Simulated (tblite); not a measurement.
# C4H13AsSi: the cost of one run

Computed with tblite 0.8.0 and PySCF 2.14.0, with density-fitted response routines of our own, on a single molecule in the gas phase. Atoms count from 0, in the outputs and in this text.

## (1) Starting geometry

19 atoms, charge 0, multiplicity 1; geometry from: force field or distance geometry start.

Bonds of the start (Å): C0–C1 1.51, C1–C2 1.54, C2–Si3 1.86, Si3–C4 1.86, C4–As5 1.98, C0–H6 1.11, C0–H7 1.12, C0–H8 1.11, C1–H9 1.13, C1–H10 1.11, C2–H11 1.11, C2–H12 1.12, Si3–H13 1.47, Si3–H14 1.48, C4–H15 1.11, C4–H16 1.11, As5–H17 1.56, As5–H18 1.57.

## (2) Optimising the geometry with GFN2-xTB

The job: settings as JSON, then the geometry in Å.

```
{"job": {"kind": "relax", "xc": "GFN2-xTB", "basis": "xTB"}, "charge": 0, "multiplicity": 1}
C     -2.849000     1.001400    -0.039900
C     -1.919300    -0.155000     0.240600
C     -0.444500     0.259700     0.091200
Si     0.695700    -1.165800     0.435500
C      2.475200    -0.616800     0.347200
As     2.895700    -0.068200    -1.506600
H     -2.719600     1.365300    -1.085400
H     -2.658200     1.846300     0.669300
H     -3.904200     0.667200     0.087400
H     -2.094100    -0.514800     1.294100
H     -2.148100    -0.993000    -0.452700
H     -0.276900     0.608700    -0.949300
H     -0.219500     1.088900     0.803100
H      0.462500    -2.250300    -0.531600
H      0.428700    -1.667800     1.801900
H      3.135500    -1.454800     0.644000
H      2.639800     0.240600     1.034500
H      2.198200     1.313500    -1.326200
H      4.292500     0.504300    -1.070300
```

Command:

```bash
> OMP_NUM_THREADS=1 python probes_run.py task.json out
```

This one command runs all jobs of the session in turn.

**Question.** How long does this first job take on 1 thread of Arm Neoverse N1, shared host, and how much memory does it need?

About 1.1 s, with a peak of 0.18 GiB.
